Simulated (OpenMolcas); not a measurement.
# Ta³⁺ among point charges: CASSCF levels and susceptibility

Aim: the splitting of the states of Ta³⁺ in the field of 6 point charges, its lowest levels with spin-orbit coupling and its magnetic susceptibility.

The numbers are computed with OpenMolcas 26.06 (state-averaged CASSCF, spin-orbit coupling by RASSI with atomic mean-field integrals), except any that are marked as measured or tabulated.

1 further run of the same task is left out (it didn't finish).

## Step 1: What is computed

```
Species                           : Ta³⁺ (tantalum, Z = 73, 70 electrons)
Basis                             : ANO-RCC-VTZP [8s7p5d3f2g1h], 104 functions
Scalar Hamiltonian                : DKH2, point nucleus
Inactive shells                   : 1s 2s 2p 3s 3p 3d 4s 4p 4d 4f 5s 5p
Active space                      : 2 electrons in 5 orbitals (5d)
Some configurations of this space : 5d²
Orbitals                          : optimised for each spin and parity, averaged over all roots
```

The outer shells:

5d2
```
5d [↑ ][↑ ][  ][  ][  ]
```

The ion sits among 6 point charges of -1.7 e arranged as a tetragonal octahedron (D4h), 2.08 Å from the ion, with the axial distance 2.226 Å. The active orbitals were held to one l.

Each step is its own input file, run in one work folder so that later steps find the files of earlier ones. Labels, J, g values, rates, χT and fits are worked out afterwards by a script from the matrices that RASSI stores. The input lists half of the charges; inversion (Group=XYZ) makes the rest.

## Step 2: GATEWAY and SEWARD: basis and integrals

Input file a.inp:

```
&GATEWAY
Coord
1

Ta 0.0 0.0 0.0
Basis=ANO-RCC-VTZP
Group=XYZ
NoMove
AngMom=0.0 0.0 0.0
AMFI
XField
3 Angstrom 0
2.080000 0.000000 0.000000 -1.700000
0.000000 2.080000 0.000000 -1.700000
0.000000 0.000000 2.225600 -1.700000
&SEWARD
```

Launch:

```
> OMP_NUM_THREADS=1 MOLCAS_MEM=1689 MOLCAS_PROJECT=a pymolcas a.inp > a.log
```

The log of the run:

```text
Basis set label: TA.ANO-RCC...8S7P5D3F2G1H.

      Electronic valence basis set:
      ------------------
      Associated Effective Charge  73.000000 au
      Associated Actual Charge     73.000000 au
      Nuclear Model: Point charge

      Shell  nPrim  nBasis  Cartesian Spherical Contaminant
         s      24       8        X
         p      21       7        X
         d      15       5                 X
         f      11       3                 X
         g       4       2                 X
         h       2       1                 X
                  Relativistic Douglas-Kroll-Hess integrals:
                    - DKH order of Hamiltonian: 2
                    - DKH order of Properties : 0
                  Atomic mean-field integrals
```

## Step 3: Reference wave functions, triplets of even parity, 10 roots

Input file a.inp:

```
&RASSCF
FileOrb=start.orb
Symmetry=1
Spin=3
nActEl=2 0 0
Inactive=15 19
Ras2=5 0
CIRoot=10 10 1
SDav=10
CIMx=300
Iter=120 100
PrWF=0.3
OrbListing=Nothing
MaxOrb=0
SupSym
1
25 4 5 6 7 8 10 11 12 13 14 16 17 18 19 20 24 25 26 27 28 29 30 31 32
33
0
>>> COPY $Project.JobIph JOB001
```

start.orb holds the contracted functions of the basis, ordered by shell, or the orbitals of the step before.

The log of the run (excerpt; [...] marks lines left out):

```text
[...]
      Number of active orbitals                  5
[...]
      Spin quantum number                      1.0
[...]
      Active orbitals                            5   0
[...]
      Number of CSFs                            10
      Number of root(s) required                10
[...]
      Convergence after 10 iterations
[...]
      Natural orbitals and occupation numbers for root  1
      sym 1:   0.020581   0.979419  -0.000000   0.979419   0.020581
      Natural orbitals and occupation numbers for root  2
      sym 1:   0.955160   0.955160   0.000000   0.044840   0.044840
      Natural orbitals and occupation numbers for root  3
      sym 1:   0.955160   0.044840   0.044840   0.955160  -0.000000
::    RASSCF root number  1 Total energy: -15595.99201455
::    RASSCF root number  2 Total energy: -15595.98256952
::    RASSCF root number  3 Total energy: -15595.98256952
[...]
::    RASSCF root number  7 Total energy: -15595.88870697
::    RASSCF root number  8 Total energy: -15595.88870697
::    RASSCF root number  9 Total energy: -15595.86399005
::    RASSCF root number 10 Total energy: -15595.85375059
```

## Step 4: CASSCF: singlets of even parity, 15 roots

Input file a.inp:

```
&RASSCF
FileOrb=start.orb
Symmetry=1
Spin=1
nActEl=2 0 0
Inactive=15 19
Ras2=5 0
CIRoot=15 15 1
SDav=15
CIMx=300
Iter=120 100
PrWF=0.3
OrbListing=Nothing
MaxOrb=0
SupSym
1
25 4 5 6 7 8 10 11 12 13 14 16 17 18 19 20 24 25 26 27 28 29 30 31 32
33
0
>>> COPY $Project.JobIph JOB002
```

Launch:

```
> OMP_NUM_THREADS=1 MOLCAS_MEM=1689 MOLCAS_PROJECT=a pymolcas a.inp > a.log
```

The log of the run (excerpt; [...] marks lines left out):

```text
[...]
      Number of active orbitals                  5
[...]
      Spin quantum number                      0.0
[...]
      Active orbitals                            5   0
[...]
      Number of CSFs                            15
      Number of root(s) required                15
[...]
      Convergence after 10 iterations
[...]
      Natural orbitals and occupation numbers for root  1
      sym 1:   0.979683   0.979683  -0.000000   0.020317   0.020317
      Natural orbitals and occupation numbers for root  2
      sym 1:   0.995129   0.995129   0.004871  -0.000000   0.004871
      Natural orbitals and occupation numbers for root  3
      sym 1:   0.982838   0.017162  -0.000000   0.982838   0.017162
::    RASSCF root number  1 Total energy: -15595.94998324
::    RASSCF root number  2 Total energy: -15595.94925853
::    RASSCF root number  3 Total energy: -15595.93938041
[...]
::    RASSCF root number 12 Total energy: -15595.84221847
::    RASSCF root number 13 Total energy: -15595.80396558
::    RASSCF root number 14 Total energy: -15595.79709272
::    RASSCF root number 15 Total energy: -15595.72115769
```

## Step 5: RASSI: spin-orbit coupling between the states

Input file a.inp:

```
&RASSI
NrOfJobIphs=2 10 15
1 2 3 4 5 6 7 8 9 10
1 2 3 4 5 6 7 8 9 10 11 12 13 14 15
IphNames
JOB001
JOB002
EJob
SpinOrbit
DIPRint=1.0
SOCoupling=1000.0
Subsets=2
Property=9
'ANGMOM' 1 'ANGMOM' 2 'ANGMOM' 3 'MLTPL  1' 1 'MLTPL  1' 2 'MLTPL  1' 3
'AMFI' 1 'AMFI' 2 'AMFI' 3
SOProperty=3
'ANGMOM' 1 'ANGMOM' 2 'ANGMOM' 3
```

The log of the run:

```text
SPIN-FREE ENERGIES:
  (Shifted by EMIN (a.u.) =     -15595.9920145511)

 SF State       Relative EMIN(au)   Rel lowest level(eV)    D:o, cm**(-1)      L_eff

     1             0.0000000000        0.0000000000              0.0000         2.8
     2             0.0094450303        0.2570123676           2072.9445         2.9
     3             0.0094450303        0.2570123676           2072.9445         2.9
    11             0.0420313072        1.1437301340           9224.8056         3.0
    12             0.0427560240        1.1634506828           9383.8626         3.1
    13             0.0526341390        1.4322478869          11551.8583         2.9
    14             0.0526341390        1.4322478869          11551.8583         2.9
    15             0.0548435258        1.4923683641          12036.7626         3.1
     4             0.0630125250        1.7146581567          13829.6507         2.9
     5             0.0673312295        1.8321760923          14777.4968         2.8
     6             0.0673312295        1.8321760923          14777.4968         2.8
    16             0.0978037380        2.6613752917          21465.4393         3.2
     7             0.1033075857        2.8111426154          22673.3943         1.4
     8             0.1033075857        2.8111426154          22673.3943         1.4
    17             0.1107181916        3.0127954771          24299.8343         3.6
    18             0.1107181916        3.0127954771          24299.8343         3.6
    19             0.1141850116        3.1071324532          25060.7133         3.2
     9             0.1280244989        3.4837240898          28098.1297         1.3
    20             0.1317464161        3.5850026163          28914.9961         3.5
    21             0.1317464161        3.5850026163          28914.9961         3.5
    10             0.1382639577        3.7623539571          30345.4311         2.9
    22             0.1497960831        4.0761590759          32876.4401         3.9
    23             0.1880489739        5.1170732616          41271.9792         3.0
    24             0.1949218289        5.3040931747          42780.3965         3.1
    25             0.2708568651        7.3703907723          59446.2106         2.2
     Dipole printing threshold changed to   1.00000000E+00
Eigenvalues of complex Hamiltonian:
   -----------------------------------
  (Shifted by EMIN (a.u.) =     -15595.9920145511)

 SO State       Relative EMIN(au)   Rel lowest level(eV)    D:o, cm**(-1)     J-value

     1            -0.0099206993        0.0000000000              0.0000         2.2
     2            -0.0071715377        0.0748084973            603.3712         2.3
     3            -0.0071715377        0.0748084973            603.3712         2.3
     4            -0.0033934006        0.1776168440           1432.5765         1.6
     5            -0.0007379604        0.2498750534           2015.3782         1.8
     6             0.0104525069        0.5543831823           4471.4019         2.6
     7             0.0104525069        0.5543831823           4471.4019         2.6
     8             0.0133582591        0.6334527265           5109.1408         2.4
     9             0.0174331604        0.7443364415           6003.4783         2.8
    10             0.0361055580        1.2524382640          10101.5958         2.4
    11             0.0420084303        1.4130636021          11397.1266         2.4
    12             0.0454909022        1.5078264909          12161.4408         2.4
    13             0.0454909022        1.5078264910          12161.4408         2.4
    14             0.0530752092        1.7142059962          13826.0038         2.6
    15             0.0609763036        1.9292057281          15560.0936         2.4
    16             0.0668917322        2.0901727406          16858.3801         2.4
    17             0.0668917322        2.0901727406          16858.3801         2.4
    18             0.0686980121        2.1393241201          17254.8127         2.2
    19             0.0690871741        2.1499137584          17340.2239         2.8
    20             0.0690871741        2.1499137583          17340.2239         2.8
    21             0.0697816709        2.1688119785          17492.6483         2.6
    22             0.0706990451        2.1937750038          17693.9887         2.3
    23             0.0712091398        2.2076553870          17805.9415         3.1
    24             0.0914529435        2.7585173486          22248.9429         1.6
    25             0.1016134398        3.0349985381          24478.9141         1.2
    26             0.1016492432        3.0359727978          24486.7720         1.7
    27             0.1016492432        3.0359727976          24486.7720         1.7
    28             0.1027810505        3.0667708426          24735.1750         1.8
    29             0.1062129145        3.1601566193          25488.3821         2.1
    30             0.1074312433        3.1933090364          25755.7743         1.3
    31             0.1117607151        3.3111199644          26705.9836         3.0
    32             0.1117607151        3.3111199642          26705.9836         3.0
    33             0.1158154857        3.4214558951          27595.9029         2.2
    34             0.1250630871        3.6730959464          29625.5167         2.6
    35             0.1250630870        3.6730959461          29625.5167         2.6
    36             0.1317101945        3.8539729554          31084.3882         2.0
    37             0.1345372093        3.9308999462          31704.8462         2.4
    38             0.1345372093        3.9308999461          31704.8462         2.4
    39             0.1451031413        4.2184136022          34023.8003         2.9
    40             0.1467225415        4.2624797279          34379.2175         2.6
    41             0.1467225415        4.2624797281          34379.2175         2.6
Weights of the five most important spin-orbit-free states for each spin-orbit state.

 SO State  Total energy (au)           Spin-free states, spin, and weights
 -------------------------------------------------------------------------------------------------------
    1        -0.009921       1 1.0  0.7423    2 1.0  0.0924    3 1.0  0.0924   15 0.0  0.0242    5 1.0  0.0235
    2        -0.007172       1 1.0  0.7154    3 1.0  0.1903    2 1.0  0.0381   14 0.0  0.0212    5 1.0  0.0167
    3        -0.007172       1 1.0  0.7154    2 1.0  0.1903    3 1.0  0.0381   13 0.0  0.0212    6 1.0  0.0167
    4        -0.003393       3 1.0  0.4449    2 1.0  0.4449   12 0.0  0.0499    4 1.0  0.0407    6 1.0  0.0052
    5        -0.000738       3 1.0  0.4575    2 1.0  0.4575   11 0.0  0.0398    6 1.0  0.0168    5 1.0  0.0168
    6         0.010453       3 1.0  0.7127    1 1.0  0.2475    4 1.0  0.0269    5 1.0  0.0042   14 0.0  0.0029
    7         0.010453       2 1.0  0.7127    1 1.0  0.2475    4 1.0  0.0269    6 1.0  0.0042   13 0.0  0.0029
    8         0.013358       2 1.0  0.4864    3 1.0  0.4864    6 1.0  0.0105    5 1.0  0.0105   22 0.0  0.0024
    9         0.017433       3 1.0  0.3855    2 1.0  0.3855    1 1.0  0.1946   16 0.0  0.0221    7 1.0  0.0039
   10         0.036106      11 0.0  0.7610    6 1.0  0.0820    5 1.0  0.0820    3 1.0  0.0334    2 1.0  0.0334
   11         0.042008      12 0.0  0.8964    2 1.0  0.0222    3 1.0  0.0222    8 1.0  0.0143    7 1.0  0.0143
   12         0.045491      14 0.0  0.3959   13 0.0  0.2711    4 1.0  0.1744    5 1.0  0.0622    3 1.0  0.0357
```

These steps: 7.4 s of run time, 1 thread of Arm Neoverse V2, shared host.

States without spin-orbit coupling:

```csv
state,degeneracy,E (cm-1),free-ion L (%)
3A2,1,0,F (90)
3E,2,2073,F (93)
1B2,1,9225,D (57)
1B1,1,9384,G (51)
1E,2,11552,D (58)
1A1,1,12037,G (52)
3B2,1,13830,F (100)
3E,2,14777,F (91)
1A1,1,21465,G (67)
3E,2,22673,P (84)
1E,2,24300,G (81)
1B2,1,25061,G (57)
3A2,1,28098,P (90)
1E,2,28915,G (76)
3B1,1,30345,F (100)
1A2,1,32876,G (100)
1A1,1,41272,G (47)
1B1,1,42780,D (51)
1A1,1,59446,S (61)
```

With spin-orbit coupling:

```csv
E (cm-1),Degeneracy,Label,2S+1,g
0.0,1,A1,3,
603.4,2,E,3,0.00 0.00 2.76
1433,1,B1,3,
2015,1,B2,3,
4471,2,E,3,0.00 0.00 1.12
5109,1,A2,3,
6003,1,A1,3,
10102,1,B2,1,
11397,1,B1,1,
12161,2,E,1,0.00 0.00 1.76
13826,1,A1,1,
15560,1,B1,3,
16858,2,E,3,0.00 0.00 2.05
17255,1,A2,3,
17340,2,E,3,0.00 0.00 0.46
17493,1,A1,3,
17694,1,B2,3,
17806,1,B1,3,
22249,1,A1,1,
24479,1,A2,3,
24487,2,E,3,0.00 0.00 0.25
24735,1,B2,3,
25488,1,A1,3,
25756,1,B1,3,
```

Principal g values are given for doublets only; a zero marks a field direction without first-order Zeeman splitting.

Powder χT (cm³ K/mol): 0.00 at 2 K, 0.00 at 5 K, 0.00 at 10 K, 0.00 at 20 K, 0.01 at 50 K, 0.02 at 100 K, 0.04 at 150 K, 0.05 at 200 K, 0.07 at 250 K, 0.09 at 300 K.

Orbitals of the lowest block (energies include the constant potential of the surroundings):

```csv
shell,space,energy (hartree),mean occupation,⟨r²⟩ (bohr²)
1s,inactive,-2484.3840,2.000,0.000446
2s,inactive,-431.0030,2.000,0.00729
2p,inactive,-378.9090,6.000,0.00601
3s,inactive,-99.8403,2.000,0.0477
3p,inactive,-83.9575,6.000,0.0483
3d,inactive,-64.6961,10.000,0.0404
4s,inactive,-20.3318,2.000,0.238
4p,inactive,-14.9975,6.000,0.270
4d,inactive,-7.8987,10.000,0.318
4f,inactive,-0.0049,14.000,0.490
5s,inactive,-1.7001,2.000,1.40
5p,inactive,-0.2720,6.000,1.86
5d,RAS2,,2.000,4.46
```

## Step 6: Summary of results

| quantity | value |
| --- | --- |
| method | CASSCF |
| spin-free ground state | 3A2, 1-fold in its orbital part |
| first state of the same spin within the active space | 3E at 2070 cm⁻¹ |
| lowest level | 1-fold A1 |
| next level | 603.4 cm⁻¹ |
| χT at 300 K | 0.09 cm³ K/mol |
| effective moment at 300 K | 0.87 μB |

In words: The spin-free ground state (3A2) comes to 90 % from free-ion F terms and keeps the highest spin of the shell. χT at 300 K is 0.09, against 1.00 cm³ K/mol for the spin alone, so spin-orbit coupling lowers it. The field of point charges can differ much from that of real complexes. Point charges carry no covalency, so the field is a model and not that of real ligands.
